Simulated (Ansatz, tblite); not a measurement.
**Ge(SH)2H2 (GeH4S2): one state, many levels**

One table from this session's results is given with a row withheld; the runs are named, their logs left out.

Computed with Ansatz 0.2.0, Gaussian basis. Level: as each input shows.

Plan: GFN1-xTB, GFN2-xTB, PBE-D4/def2-TZVP, r2SCAN-D4/def2-TZVP, LDA/def2-TZVP, B3LYP-D4/def2-TZVP, BHLYP-D4/def2-TZVP, r2SCAN0-D4/def2-TZVP, CAM-B3LYP-D4/def2-TZVP, ωB97M-V/def2-TZVP, ωB97X-V/def2-TZVP, PBE-D4/def2-SVP, PBE0-D4/def2-SVP, PBE0-D4/def2-TZVPD, PBE-D4/def2-TZVPD, r2SCAN-D4/def2-TZVPD, CCSD(T)/def2-TZVPP, MP2/def2-TZVP, RPA/def2-TZVP.

### The geometry

The singlet was relaxed beforehand with PBE-D4/def2-TZVP.

7 atoms, charge 0, spin multiplicity 1.

Bond lengths: Ge1–S2 2.239 Å, Ge1–S4 2.239 Å, Ge1–H6 1.546 Å, Ge1–H7 1.546 Å, S2–H3 1.354 Å, S4–H5 1.354 Å. Angles: S2–Ge1–S4 112.3°, S2–Ge1–H6 112.0°, S2–Ge1–H7 104.1°, S4–Ge1–H6 104.1°, S4–Ge1–H7 112.0°, H6–Ge1–H7 112.5°, Ge1–S2–H3 93.6°, Ge1–S4–H5 93.6°.

As a file:

```xyz
7

Ge   -0.5337    0.0125   -0.3745
S    -0.5822   -0.0408    1.8631
H     0.1466    1.0933    1.9918
S     1.5550    0.0179   -1.1807
H     1.8878   -1.1409   -0.5640
H    -1.1585    1.3099   -0.9367
H    -1.3150   -1.2519   -0.7990
```

PBE0-D4/def2-TZVP was run before; its log isn't repeated, and its numbers join the tables.

Set-up of the first run:

Tight binding, by tblite at 300 K electronic temperature and without a spin-polarisation term:

```python
tblite.interface.Calculator('GFN1-xTB', numbers, positions, charge=0, uhf=0).singlepoint()
```

Tight binding, by tblite at 300 K electronic temperature and without a spin-polarisation term:

```python
tblite.interface.Calculator('GFN2-xTB', numbers, positions, charge=0, uhf=0).singlepoint()
```

start.molden holds the orbitals of an earlier run on this state, given as this run's starting guess.

Input file in.yaml:

```yaml
crystal:
  periodic: [false, false, false]
  atoms:
    - {symbol: Ge, position_ang: [-0.533717, 0.012543, -0.374549]}
    - {symbol: S, position_ang: [-0.582164, -0.040828, 1.863136]}
    - {symbol: H, position_ang: [0.146620, 1.093340, 1.991763]}
    - {symbol: S, position_ang: [1.554952, 0.017899, -1.180674]}
    - {symbol: H, position_ang: [1.887805, -1.140937, -0.563982]}
    - {symbol: H, position_ang: [-1.158467, 1.309933, -0.936654]}
    - {symbol: H, position_ang: [-1.315039, -1.251940, -0.799031]}
basis:
  gaussian: {orbitals: def2-TZVP, initial_orbitals: start.molden}
hamiltonian: {xc: pbe, dispersion: d4}
scf: {omitted_lower_state_checks: [starts]}
output: {orbitals: {seedname: orbitals}}
```

Command:

```bash
> ansatz run in.yaml --threads 4 --pin off --events-out ev --progress --plain --max-ram 3916MiB
```

Steps of the session up to this table: PBE-D4/def2-TZVP; r2SCAN-D4/def2-TZVP; LDA/def2-TZVP; B3LYP-D4/def2-TZVP; BHLYP-D4/def2-TZVP; r2SCAN0-D4/def2-TZVP; CAM-B3LYP-D4/def2-TZVP; ωB97M-V/def2-TZVP; ωB97X-V/def2-TZVP; PBE-D4/def2-SVP; PBE0-D4/def2-SVP; PBE0-D4/def2-TZVPD; PBE-D4/def2-TZVPD; r2SCAN-D4/def2-TZVPD; CCSD(T)/def2-TZVPP; MP2/def2-TZVP; RPA/def2-TZVP.

One table of the session follows, with a row left open; its other results are not shown here.

```
                 level  HOMO (eV)  gap (eV)
         LDA/def2-TZVP      -6.24      4.45
       PBE-D4/def2-SVP      -5.96      4.80
      PBE-D4/def2-TZVP      -6.14      4.56
     PBE-D4/def2-TZVPD      -6.20      4.47
   r2SCAN-D4/def2-TZVP      -6.43      5.09
  r2SCAN-D4/def2-TZVPD      -6.45      5.03
    B3LYP-D4/def2-TZVP      -7.10      6.16
      PBE0-D4/def2-SVP      -7.23      7.01
     PBE0-D4/def2-TZVP      -7.35      6.70
    PBE0-D4/def2-TZVPD          ?         ?
  r2SCAN0-D4/def2-TZVP      -7.54      7.02
    BHLYP-D4/def2-TZVP      -8.41      8.72
CAM-B3LYP-D4/def2-TZVP      -8.64      9.00
     ωB97X-V/def2-TZVP      -9.69     11.14
     ωB97M-V/def2-TZVP      -9.50     10.77
```

Q: Estimate the row for PBE0-D4/def2-TZVPD from the others.

The run gave: HOMO (eV): -7.39; gap (eV): 6.54. In the column «HOMO (eV)» it lies between r2SCAN0-D4/def2-TZVP (-7.54) and PBE0-D4/def2-TZVP (-7.35).
